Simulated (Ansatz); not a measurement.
# AsH4− (singlet): from Hartree-Fock to the top rungs, aug-cc-pVDZ

How much of the correlation energy of AsH4− (singlet) does each wave-function method recover here?

Method: aug-cc-pVDZ, core rule «outside noble gas», up to 14 orbitals frozen; program: Ansatz 0.2.0, Gaussian basis.

To be run: UHF; CCSD(T) on RHF; BCCD(T) on RHF; CISD; CCSDT(Q) on RHF; CASSCF and MRCISD+Q, 10 electrons in 8 orbitals; CASSCF and NEVPT2, 10 electrons in 8 orbitals.

12 further runs of the same task are left out: 4 that didn't finish, 8 set aside as unsound or not needed.

## 1. The geometry

The geometry is a PBE0/def2-TZVPD stationary point (not a proven minimum). No spin-orbit coupling is included. The filled d shell of As may be among the frozen orbitals whatever the setting's name suggests; the logs give the count.

5 atoms, charge -1, spin multiplicity 1.

Atoms are counted from 1 here; the program's logs count them from 0.

Bond lengths: As1–H3 1.520 Å, As1–H4 1.520 Å. Angles: H3–As1–H4 97.1°.

## 2. UHF

File in.yaml:

```yaml
crystal:
  periodic: [false, false, false]
  atoms:
    - {symbol: As, position_ang: [0.031969, 0.000000, 0.000000]}
    - {symbol: H, position_ang: [-0.214355, 0.000000, 1.829972]}
    - {symbol: H, position_ang: [-0.973788, -1.139440, 0.000000]}
    - {symbol: H, position_ang: [-0.973791, 1.139438, 0.000000]}
    - {symbol: H, position_ang: [-0.214355, 0.000000, -1.829972]}
basis:
  gaussian: {orbitals: aug-cc-pVDZ}
total_charge: -1
magnetization: {spin_polarized: true, initial_magnetization: 0}
hamiltonian: {xc: hf}
output: {orbitals: {seedname: orbitals}}
```

Command:

```
> ansatz run in.yaml --threads 1 --pin off --events-out ev --progress --plain --max-ram 2393MiB
```

The runs that follow: CCSD(T) on RHF; BCCD(T) on RHF; CISD; CCSDT(Q) on RHF; CASSCF and MRCISD+Q, 10 electrons in 8 orbitals; CASSCF and NEVPT2, 10 electrons in 8 orbitals.

Before running them: what should the planned runs give, taken together? Wanted: RCCSDT(Q) below the RHF energy; RMP2 from RCCSDT(Q); RCCSD from RCCSDT(Q); RCCSD(T) from RCCSDT(Q); NEVPT2 valence from RCCSDT(Q); MRCISD+Q valence from RCCSDT(Q); T1 diagnostic; effectively unpaired electrons.

The runs gave:

```
                         quantity                                        value
   RCCSDT(Q) below the RHF energy                                   -5.8002 eV
              RMP2 from RCCSDT(Q)                              +26.90 kcal/mol
             RCCSD from RCCSDT(Q)                               +4.97 kcal/mol
          RCCSD(T) from RCCSDT(Q)                               +0.83 kcal/mol
    NEVPT2 valence from RCCSDT(Q)                              +26.48 kcal/mol
  MRCISD+Q valence from RCCSDT(Q)                               +0.51 kcal/mol
levels within 1 kcal/mol (43 meV)  RCCSD(T), BCCD(T), RCCSDT, MRCISD+Q valence
                    T1 diagnostic                                        0.018
   effectively unpaired electrons                                         0.02
```

What this shows: RCCSD(T) misses by +0.83 kcal/mol, 0.6 % of the correlation energy. One determinant dominates. Of the multireference levels listed MRCISD+Q valence comes nearest in total energy (+0.51 kcal/mol), which doesn't show that its space is the better one. These misses are within one basis, not against nature.
